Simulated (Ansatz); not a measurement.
Task: a scan of the Hubbard U of TiOF, space group P4/mmm, with the Ansatz DFT code, driven from Python. Give the script and its output. Settings (first run): r2SCAN, PAW, the default cutoff (500 eV here), 10×10×7 k-points, Gaussian smearing of 0.02 eV.

```cif
data_structure
_symmetry_space_group_name_H-M 'P 1'
_symmetry_Int_Tables_number 1
_cell_length_a 2.8625
_cell_length_b 2.8625
_cell_length_c 3.9352
_cell_angle_alpha 90.000
_cell_angle_beta 90.000
_cell_angle_gamma 90.000
_cell_volume 32.24
loop_
_atom_site_label
_atom_site_type_symbol
_atom_site_fract_x
_atom_site_fract_y
_atom_site_fract_z
_atom_site_occupancy
Ti1 Ti 0.00000 0.00000 0.00000 1
O1 O 0.50000 0.50000 0.00000 1
F1 F 0.00000 0.00000 0.50000 1
```

Script `plus_u_tiof.py`:
```python
"""DFT+U scan for TiOF."""

import ansatz
import numpy as np
from pymatgen.core import Lattice, Structure
from pymatgen.io.ase import AseAtomsAdaptor


def count_gap(report):
    # lowest empty less highest filled band, counting bands; zero where they overlap
    return max(report.get("gap_by_band_count_ev") or 0.0, 0.0)

pmg_structure = Structure(
    Lattice([[2.86246, 0.0, 0.0], [0.0, 2.86246, 0.0], [0.0, 0.0, 3.935206]]),
    ["Ti", "O", "F"],
    [
        [0.0, 0.0, 0.0],
        [0.5, 0.5, 0.0],
        [0.0, 0.0, 0.5],
    ],
)
crystal = ansatz.Crystal.from_ase(AseAtomsAdaptor.get_atoms(pmg_structure))

setup = (
    crystal.calculation()
    .functional("r2scan")
    .kpoints(10, 10, 7, shift=0.5)
    .occupations("gaussian", width=20 * ansatz.meV)
    .mixing("broyden", preconditioner="kerker")
    .initial_density(normalization="cell")
    .band_table()
)
rows = []
for u in [1.0, 3.0, 5.0, 7.0]:
    data = setup.hubbard("Ti", "d", u_eff=u).run().report
    shell = data["hubbard"]["n_scf"]
    rows.append((u, count_gap(data), sum(shell) / len(shell), data["n_iterations"]))
print("      U_eff eV  gap by band count eV  Ti d occupation (projector)      iterations")
for row in rows:
    print(f"{str(row[0]):>14s}  {row[1]:20.3f}  {row[2]:27.4f}  {row[3]:14d}")
print("eigenvalues of the first occupation matrix at the last U, by spin:")
for channel in data["hubbard"]["n_eig"][0]:
    print("  ", " ".join(f"{n:.3f}" for n in channel))
```

```console
$ python plus_u_tiof.py
DeckWarning: basis.ecutwfc = 500 eV, auto-derived from the records' recommended cutoffs: set by Ti (their level for a meta-GGA)
      U_eff eV  gap by band count eV  Ti d occupation (projector)      iterations
           1.0                 0.000                       2.3821              12
           3.0                 0.000                       2.3060              14
           5.0                 0.000                       2.2151              13
           7.0                 0.000                       2.1494              12
eigenvalues of the first occupation matrix at the last U, by spin:
   0.075 0.075 0.170 0.190 0.564
```
(Warnings from the package without file and line.)

Notes:
- The cell holds an odd number of electrons and is run without spin, so a magnetic state may lie lower.
- U, its shell and the double counting are chosen to explore, and aren't derived for this compound.
- The mesh is modest for a metal, so energies can be off by several to tens of meV an atom and pressures by half a GPa or more; differences at equal mesh fare better.
- A gap by band count of zero or less means overlapping bands, a metal, and at an odd count of electrons it is no gap at all.
- A Hubbard U without spin forces both spins into the same orbitals, which can open a gap or pick a state that a spin-polarised run wouldn't.
- The structure comes from a database of computed cells and needn't be a stable or known phase.
- Gaps and levels are Kohn-Sham values on a finite set of k-points.
- Shell occupations and the effect of U depend on the projectors; a run with no .spin step is spin-unpolarised, and each U may end in a state that isn't the lowest.
- Finished in 30 s on 1 thread of Arm Neoverse V1, with other jobs on the host, peak memory 0.52 GiB.
